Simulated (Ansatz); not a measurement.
# CH₄BClOS: up Jacob's ladder to CCSD(T)

The task here is to estimate one member of a computed series from the others.

Computed with Ansatz 0.2.0, Gaussian basis. Level: functionals in def2-TZVPP, the program's frozen cores in correlated methods.

Plan: PBE-D4, r2SCAN-D4, PBE0-D4, B3LYP-D4, ωB97X-V, ωB97M-V, B2PLYP; CCSD(T)/def2-TZVPP; CCSD(T)/def2-QZVPP; extrapolation to the limit.

## Structure used throughout

An earlier PBE0-D4 in a triple-zeta def2 set relaxation fixed the geometry.

SMILES `COB(S)Cl`, 9 atoms, charge 0, spin multiplicity 1.

Atoms are counted from 1 here; the program's logs count them from 0.

Bond lengths: C1–O2 1.418 Å, C1–H6 1.092 Å, C1–H7 1.089 Å, C1–H8 1.092 Å, O2–B3 1.341 Å, B3–S4 1.805 Å, B3–Cl5 1.771 Å, S4–H9 1.344 Å. Angles: O2–C1–H6 110.8°, O2–C1–H7 107.1°, O2–C1–H8 110.8°, H6–C1–H7 109.6°, H6–C1–H8 109.0°, H7–C1–H8 109.6°, C1–O2–B3 123.4°, O2–B3–S4 121.0°, O2–B3–Cl5 122.0°, S4–B3–Cl5 117.0°, B3–S4–H9 94.9°.

Geometry (Å):

```
C    -0.3748   -1.0919   -0.8153
O     0.0229    0.2234   -0.4640
B     0.2408    0.6164    0.7994
S     0.7450    2.3085    1.1721
Cl    0.0505   -0.4864    2.1716
H    -1.3349   -1.3415   -0.3596
H    -0.4682   -1.1183   -1.8998
H     0.3711   -1.8217   -0.4946
H     0.7476    2.7116   -0.1098
```

Set-up of the first run:

in.yaml

```yaml
crystal:
  periodic: [false, false, false]
  atoms:
    - {symbol: C, position_ang: [-0.374786, -1.091904, -0.815310]}
    - {symbol: O, position_ang: [0.022903, 0.223449, -0.464006]}
    - {symbol: B, position_ang: [0.240768, 0.616353, 0.799408]}
    - {symbol: S, position_ang: [0.744996, 2.308459, 1.172098]}
    - {symbol: Cl, position_ang: [0.050529, -0.486385, 2.171644]}
    - {symbol: H, position_ang: [-1.334932, -1.341507, -0.359573]}
    - {symbol: H, position_ang: [-0.468171, -1.118349, -1.899833]}
    - {symbol: H, position_ang: [0.371144, -1.821687, -0.494641]}
    - {symbol: H, position_ang: [0.747559, 2.711561, -0.109797]}
basis:
  gaussian: {orbitals: def2-TZVPP}
hamiltonian: {xc: pbe, dispersion: d4}
output: {forces: true, orbitals: {seedname: orbitals}}
```

Command:

```console
> ansatz run in.yaml --threads 2 --pin off --events-out ev --progress --plain --max-ram 22528MiB --backend cpu
```

Among the steps run: PBE-D4 (GGA); r2SCAN-D4 (meta-GGA); PBE0-D4 (hybrid); B3LYP-D4 (hybrid); ωB97X-V (range-separated); ωB97M-V (range-separated); B2PLYP (double hybrid); CCSD(T) in def2-TZVPP; CCSD(T) in def2-QZVPP.

One of the session's tables, all rows but one given; the rest of the session is left out.

```
            method  atomisation energy (kJ/mol)
            PBE-D4                       3514.1
         r2SCAN-D4                       3456.7
           PBE0-D4                       3445.9
          B3LYP-D4                       3416.0
           ωB97X-V                       3435.8
           ωB97M-V                       3449.2
            B2PLYP                       3385.4
     HF/def2-TZVPP                       2513.4
    MP2/def2-TZVPP                       3418.8
   CCSD/def2-TZVPP                       3269.5
CCSD(T)/def2-TZVPP                       3328.8
           MP2/CBS                            ?
       CCSD(T)/CBS                       3417.4
```

Estimate the missing values for MP2/CBS.

**Answer.** atomisation energy (kJ/mol): 3507.6. In the column «atomisation energy (kJ/mol)» it lies between r2SCAN-D4 (3456.7) and PBE-D4 (3514.1).

To keep in mind: Free atoms (1 C, 1 O, 1 B, 1 S, 1 Cl, 4 H) were run apart at each level; the atomisation energy is their sum less the molecule, without zero-point or spin-orbit terms.
